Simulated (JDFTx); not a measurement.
Runs of JDFTx 1.7.0 (patched build) on HfB. It takes space group Fm-3m (No. 225, cubic). The conventional cell has a = 4.620 Å, b = 4.620 Å, c = 4.620 Å, α = 90.00°, β = 90.00°, γ = 90.00°. Hf (site symmetry m-3m) is surrounded by 6 B at 2.31 Å. B (site symmetry m-3m) is surrounded by 6 Hf at 2.31 Å. 

| task | level | U | band ratio of the Davidson solver | max SCF steps | SCF threshold on the energy | solver of the electrons | further solve for the empty bands | gap on the mesh (eV) | pressure (GPa) |
| --- | --- | --- | --- | --- | --- | --- | --- | --- | --- |
| single point | PBE+U | Hf d U = 4 eV | - | 100 | 1e-09 Ha | scf | yes | none | (a) |
| single point | PBE+U | Hf d U = 8 eV | - | 100 | 1e-09 Ha | scf | yes | none | 21.2 |
| single point | PBE+U | Hf d U = 6 eV | - | 100 | 1e-09 Ha | scf | yes | none | 23.2 |
| single point | PBE+U | Hf d U = 2 eV | - | 100 | 1e-09 Ha | scf | yes | none | (b) |
| single point | PBE+U | Hf d U = 3 eV | - | 100 | 1e-09 Ha | scf | yes | none | 26.4 |
| single point | PBE | - | - | 100 | 1e-09 Ha | scf | yes | none | 30.7 |
| single point | PBE+U | Hf d U = 1 eV | - | 100 | 1e-09 Ha | scf | yes | none | 29.1 |

Alike in all rows: potentials or basis PseudoDojo-SR-PBE-0.5-standard with smoothed tails; no spin polarisation; cell as given; k mesh 10 × 10 × 10; cutoff (eV) 1034; smearing fermi-dirac 0.05 eV.

**Question.** Fill in the values left out.

**Answer.** (a) 25.3; (b) 27.7.

Caveats: U without spin polarisation on a metal has little footing (some runs); the U is typed as a test and isn't derived for this compound (some runs); a pressure of tens of GPa on the cell as given is suspect, and the run, the potentials or the cell itself is likely at fault (some runs).

A k mesh can miss the band edges, and the runs leave out spin-orbit coupling on Hf.

A gap of «none» marks a metal or a gap under the smearing width.
